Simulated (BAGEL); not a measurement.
# CH2F2 (difluoromethane): HF/STO-3G (density fitting with qzvpp-jkfit)

Aim: the electronic atomisation energy of CH2F2 (difluoromethane) at HF/STO-3G (density fitting with qzvpp-jkfit), from 4 runs. 

The results are computed with BAGEL 1.2.2.

16 further runs of the same task are left out: 16 set aside as unsound or not needed.

**1. The system as given**

CH2F2: 5 atoms, total charge 0, spin state singlet. As SMILES, `FCF`. The coordinates come from a PBE0-D4/def2-TZVP relaxation.

Bond lengths: F1–C2 1.351 Å, C2–F3 1.351 Å, C2–H4 1.093 Å, C2–H5 1.094 Å. Angles: F1–C2–F3 108.6°, F1–C2–H4 108.8°, F1–C2–H5 108.8°, F3–C2–H4 108.8°, F3–C2–H5 108.8°, H4–C2–H5 113.0°.

**2. The energy at HF/STO-3G (density fitting with qzvpp-jkfit)**

Contents of hf.json:

```json
{ "bagel": [

{
  "title": "molecule",
  "basis": "sto-3g",
  "df_basis": "qzvpp-jkfit",
  "angstrom": true,
  "geometry": [
    { "atom": "F", "xyz": [      -1.073300,       0.191200,       0.698300 ] },
    { "atom": "C", "xyz": [       0.010100,      -0.016900,      -0.082300 ] },
    { "atom": "F", "xyz": [       1.090500,      -0.179200,       0.713200 ] },
    { "atom": "H", "xyz": [      -0.142700,      -0.932900,      -0.659500 ] },
    { "atom": "H", "xyz": [       0.165300,       0.864200,      -0.711100 ] }
  ]
},

{
  "title": "hf"
},

{
  "title": "print",
  "file": "orbitals.molden",
  "orbitals": true
}

]}
```

Started as:

```console
$ BAGEL_NUM_THREADS=1 BAGEL hf.json > hf.out
```

The log of the run:

```text
* using 1 threads per process

  ===============================================================
  ===============================================================

  *** Geometry ***

  { "atom" : "F", "xyz" : [     -2.028243,      0.361316,      1.319596 ] },
  { "atom" : "C", "xyz" : [      0.019086,     -0.031936,     -0.155524 ] },
  { "atom" : "F", "xyz" : [      2.060746,     -0.338639,      1.347753 ] },
  { "atom" : "H", "xyz" : [     -0.269664,     -1.762926,     -1.246274 ] },
  { "atom" : "H", "xyz" : [      0.312372,      1.633101,     -1.343784 ] },

  Number of auxiliary basis functions:      265

  Since a DF basis is specified, we compute 2- and 3-index integrals:
    o Being stored without compression. Storage requirement is 0.001 GB

  Number of basis functions:       17
  Number of electrons      :       26

    * METHOD: MOLECULE                             0.03

  *** RHF ***

  === Nuclear Repulsion ===
    77.4682105308

      * DIIS with orbital gradients will be used.

  === RHF iteration (sto-3g) ===
      0       -234.51135342          0.03558394           0.00
      1       -234.61803179          0.00835742           0.00
      2       -234.62421122          0.00186723           0.00
      3       -234.62486784          0.00019814           0.00
      4       -234.62487433          0.00002848           0.00
      5       -234.62487445          0.00000248           0.00
      6       -234.62487445          0.00000066           0.00
      7       -234.62487445          0.00000017           0.00
      8       -234.62487445          0.00000003           0.00
      9       -234.62487445          0.00000000           0.00
    * SCF iteration converged.

    * Permanent dipole moment:
           (   -0.000934,     0.014475,     0.497566) a.u.

    * METHOD: HF                                   0.04

    * METHOD: PRINT                                0.00

  ===============================================================
```

Wall time 0.57 s (1 thread of AMD EPYC 9R14 (Zen 4), shared host); peak memory 0.08 GiB.

**3. The C atom at the same level**

Contents of calc.json:

```json
{ "bagel": [

{
  "title": "molecule",
  "basis": "sto-3g",
  "df_basis": "qzvpp-jkfit",
  "angstrom": "true",
  "geometry": [
    { "atom": "C", "xyz": [    0.000000,    0.000000,    0.000000 ] }
  ]
},
{ "title": "uhf", "nopen": 2 },
{ "title": "print", "file": "orbitals.molden", "orbitals": "true" }

]}
```

Run the same way, it converges to -37.19852 Eh (log not shown).

**4. The F atom, same level**

Contents of input.json:

```json
{ "bagel": [

{
  "title": "molecule",
  "basis": "sto-3g",
  "df_basis": "qzvpp-jkfit",
  "angstrom": true,
  "geometry": [
    { "atom": "F", "xyz": [       0.000000,       0.000000,       0.000000 ] }
  ]
},

{
  "title": "uhf",
  "nopen": 1
},

{
  "title": "print",
  "file": "orbitals.molden",
  "orbitals": true
}

]}
```

Run the same way, it converges to -97.98659 Eh (log not shown).

**5. The H atom at the same level**

Contents of job.json:

```json
{ "bagel" : [

{
  "title" : "molecule",
  "basis" : "sto-3g",
  "df_basis" : "qzvpp-jkfit",
  "angstrom" : true,
  "geometry" : [
    { "atom" : "H", "xyz" : [    0.000000,    0.000000,    0.000000 ] }
  ]
},
{
  "title" : "uhf",
  "charge" : 0,
  "nopen" : 1
},
{
  "title" : "print",
  "file" : "orbitals.molden",
  "orbitals" : true
}

]}
```

Run the same way, it converges to -0.46658 Eh (log not shown).

**6. Summary of results**

Level: HF/STO-3G (density fitting with qzvpp-jkfit).

| quantity | value |
| --- | --- |
| molecule: total energy | -234.62487 Eh |
| molecule: dipole moment | 1.27 D |
| molecule: HOMO energy | -11.10 eV |
| molecule: LUMO energy | 16.11 eV |
| molecule: HOMO–LUMO gap | 27.21 eV |
| C atom: total energy | -37.19852 Eh |
| C atom: dipole moment | 0.00 D |
| C atom: ⟨S²⟩ | 2.000 |
| F atom: total energy | -97.98659 Eh |
| F atom: dipole moment | 0.00 D |
| F atom: ⟨S²⟩ | 0.750 |
| H atom: total energy | -0.46658 Eh |
| H atom: dipole moment | 0.00 D |
| H atom: ⟨S²⟩ | 0.750 |
| electronic atomisation energy | 14.150 eV |

**Reading.** Taking the molecule apart into free atoms costs 14.15 eV (326 kcal/mol), before zero-point energy and without spin-orbit coupling. Hartree–Fock lacks the correlation of the bonding pairs, which as a rule makes this value much too low; in minimal bases other errors can mask that. In a minimal basis such a difference can be off by several eV, whatever the method.
